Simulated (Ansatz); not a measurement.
**CH₃F₂GaS: one species, many methods**

The task here is to estimate one member of a computed series from the others.

The runs use Ansatz 0.2.0, Gaussian basis; functionals in def2-TZVPP, the program's frozen cores in correlated methods.

Levels to be run: LDA (SPW92), PBE-D4, revPBE-D4, BLYP-D4, r2SCAN-D4, B97M-V, PBE0-D4, B3LYP-D4, r2SCANh-D4, r2SCAN0-D4, HSE06-D4, BHLYP-D4, CAM-B3LYP-D4, LC-ωPBE, ωB97X-V, ωB97M-V, B2PLYP, PBE-QIDH; CCSD(T)/def2-SVP; CCSD(T)/def2-TZVPP; MP2/def2-QZVPP; extrapolation to the limit; RPA on PBE.

## The geometry

All runs share one geometry, relaxed beforehand with PBE0-D4 in a triple-zeta def2 set.

SMILES `C[S][Ga]([F])[F]`, 8 atoms, charge 0, spin multiplicity 1.

Atoms are counted from 1 here; the program's logs count them from 0.

Bond lengths: C1–S2 1.824 Å, C1–H6 1.087 Å, C1–H7 1.089 Å, C1–H8 1.088 Å, S2–Ga3 2.159 Å, Ga3–F4 1.745 Å, Ga3–F5 1.738 Å. Angles: S2–C1–H6 111.5°, S2–C1–H7 105.5°, S2–C1–H8 111.3°, H6–C1–H7 109.2°, H6–C1–H8 110.1°, H7–C1–H8 109.2°, C1–S2–Ga3 100.1°, S2–Ga3–F4 121.2°, S2–Ga3–F5 124.4°, F4–Ga3–F5 114.4°.

Set-up of the first run:

in.yaml

```yaml
crystal:
  periodic: [false, false, false]
  atoms:
    - {symbol: C, position_ang: [-0.493918, -0.835999, 1.001404]}
    - {symbol: S, position_ang: [0.777904, 0.471511, 0.985806]}
    - {symbol: Ga, position_ang: [0.685090, 1.063497, -1.088010]}
    - {symbol: F, position_ang: [-0.409097, 0.286088, -2.202707]}
    - {symbol: F, position_ang: [1.661049, 2.315313, -1.795058]}
    - {symbol: H, position_ang: [-0.262081, -1.625938, 0.290951]}
    - {symbol: H, position_ang: [-0.477729, -1.246283, 2.010557]}
    - {symbol: H, position_ang: [-1.481219, -0.428189, 0.797056]}
basis:
  gaussian: {orbitals: def2-TZVPP}
hamiltonian: {xc: lda}
output: {orbitals: {seedname: orbitals}}
```

Launch:

```
$ ansatz run in.yaml --threads 4 --pin off --events-out ev --progress --plain --max-ram 10444MiB
```

Among the steps run: LDA; PBE-D4 (GGA); revPBE-D4 (GGA); BLYP-D4 (GGA); r2SCAN-D4 (meta-GGA); B97M-V (meta-GGA); B3LYP-D4 (hybrid); r2SCANh-D4 (hybrid); r2SCAN0-D4 (hybrid); HSE06-D4 (hybrid); BHLYP-D4 (hybrid); CAM-B3LYP-D4 (range-separated); LC-ωPBE (range-separated); ωB97X-V (range-separated); ωB97M-V (range-separated); B2PLYP (double hybrid); PBE-QIDH (double hybrid).

One table of the session follows, with a row left open; its other results are not shown here.

It belongs to the step «Frontier levels by functional». 

```
  functional  HOMO (eV)  LUMO (eV)  gap (eV)
 LDA (SPW92)      -6.80      -2.73      4.07
      PBE-D4      -6.64      -2.40      4.24
   revPBE-D4      -6.58      -2.25      4.33
     BLYP-D4      -6.50      -2.38      4.12
   r2SCAN-D4      -6.92      -2.09      4.82
      B97M-V      -6.98      -2.23      4.75
     PBE0-D4      -7.88      -1.45      6.43
    B3LYP-D4      -7.65      -1.81      5.85
  r2SCANh-D4      -7.37      -1.76      5.61
  r2SCAN0-D4          ?          ?         ?
    HSE06-D4      -7.48      -1.82      5.66
    BHLYP-D4      -8.98      -0.59      8.39
CAM-B3LYP-D4      -9.21      -0.53      8.69
     LC-ωPBE     -10.58       0.84     11.42
     ωB97X-V     -10.22       0.66     10.88
     ωB97M-V     -10.06       0.44     10.50
```

Q: Estimate the row for r2SCAN0-D4 from the others.

Worked estimate for «HOMO (eV)». Against the share of exact exchange, r2SCAN-D4 (0, -6.92), r2SCANh-D4 (0.1, -7.37) give a slope of -4.50 per unit share; at 0.25 the line stands at -8.04.

As computed: HOMO (eV): -8.06; LUMO (eV): -1.27; gap (eV): 6.79. In «HOMO (eV)» the line misses by +0.02.
